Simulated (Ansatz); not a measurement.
# STi: the cost of one run

The runs use Ansatz 0.2.0, Gaussian basis; def2-TZVPP, core rule «outside noble gas», up to 14 orbitals frozen.

Plan: UHF; CCSD(T) on ROHF; CCSD(T) on UHF; CCSDT(Q) on ROHF; CCSDT(Q) on UHF.

16 further runs of the same task are left out: 10 for a known fault of the program, 6 set aside as unsound or not needed.

### 1 The geometry

The geometry is a PBE0/def2-TZVP stationary point (not a proven minimum) of the parent state, kept for this charge and spin.

2 atoms, charge 0, spin multiplicity 5.

Atoms are counted from 1 here; the program's logs count them from 0.

Bond lengths: Ti1–S2 2.066 Å.

### 2 UHF

in.yaml

```yaml
crystal:
  periodic: [false, false, false]
  atoms:
    - {symbol: Ti, position_ang: [0.000000, 0.000000, 0.000000]}
    - {symbol: S, position_ang: [0.000000, 0.000000, 2.066400]}
basis:
  gaussian: {orbitals: def2-TZVPP}
magnetization: {spin_polarized: true, initial_magnetization: 4}
hamiltonian: {xc: hf}
output: {orbitals: {seedname: orbitals}}
```

Command:

```console
$ ansatz run in.yaml --threads 1 --pin off --events-out ev --progress --plain --max-ram 2816MiB --backend cpu
```

**Question.** How long does this run take on 1 thread of AMD EPYC 7R13, shared host, and how much memory does it need?

About 35 s, with a peak of 0.35 GiB.
